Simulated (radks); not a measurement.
# Ta⁺ inside a hard spherical wall

One table from this session's results is given with a row withheld; the runs are named, their logs left out.

Program: radks (a radial shooting solver on a logarithmic mesh, Libxc functionals) version 1. Level of theory: scalar-relativistic Kohn-Sham, LDA (Slater exchange, Perdew-Wang correlation), spin-unpolarised, spherical densities, finite nucleus. These are calculated values, not measurements, unless marked.

## Starting point

- element: tantalum (Z = 73)
- charge: +1
- electrons: 72
- configuration: [Xe] 4f14 5d3 6s1
- nuclear rms radius: 5.3507 fm

Outer shells as boxes (Hund's rule):

Ta⁺
```
[Xe] core
4f [↑↓][↑↓][↑↓][↑↓][↑↓][↑↓][↑↓]
5d [↑ ][↑ ][↑ ][  ][  ]
6s [↑ ]
```

Set-up of the first run:

The run's settings:

```text
Z 73
configuration [Xe] 4f14 5d3 6s1 6p0 7s0 5f0
relativity scalar-relativistic
functional lda,pw
spin unpolarised
nucleus finite rms 5.3507 fm
c 137.035999084
```

Among the steps run: The free atom; Wall at 12 bohr; Wall at 10 bohr; Wall at 8 bohr; Wall at 6 bohr; Wall at 5 bohr; Wall at 3.5 bohr; Wall at 3 bohr; Wall at 2 bohr; Wall at 1.5 bohr.

One table of the session follows, with a row left open; its other results are not shown here.

| R (bohr) | E − E(free) (eV) | ε(5d) (eV) | ε(6p, empty) (eV) | ε(7s, empty) (eV) | ε(5f, empty) (eV) |
| --- | --- | --- | --- | --- | --- |
| free | ? | ? | ? | ? | ? |
| 12 | 0.000 | -10.759 | -6.781 | -2.945 | -0.137 |
| 10 | 0.001 | -10.755 | -6.761 | -2.411 | 0.511 |
| 8 | 0.028 | -10.706 | -6.579 | -0.565 | 1.933 |
| 6 | 0.546 | -10.181 | -5.171 | 6.572 | 5.711 |
| 5 | 2.251 | -9.070 | -2.353 | 16.914 | 10.130 |
| 3.5 | 19.756 | -2.573 | 15.465 | 66.907 | 27.530 |
| 3 | 44.759 | 3.981 | 34.173 | 111.87 | 41.352 |
| 2 | 342.51 | 53.568 | 169.14 | 391.11 | 120.72 |
| 1.5 | 1302.0 | 164.77 | 441.82 | 897.83 | 260.67 |

Estimate the missing values for free.

As computed: E − E(free) (eV): 0.000; ε(5d) (eV): -10.759; ε(6p, empty) (eV): -6.784; ε(7s, empty) (eV): -3.172; ε(5f, empty) (eV): -0.975.

In words: At the tightest wall, 1.5 bohr, the energy stands 1302.0 eV above the free atom and the pressure, −dE/dV, is 148133 GPa. Of the levels in the table that exist at both ends, 7s (empty) rises most from the free atom (901.00 eV). From R = 3.5 bohr inwards the highest occupied level lies above zero, pushed up by confinement. Shells are not refilled when levels cross, and a hard wall is a model, not a crystal.
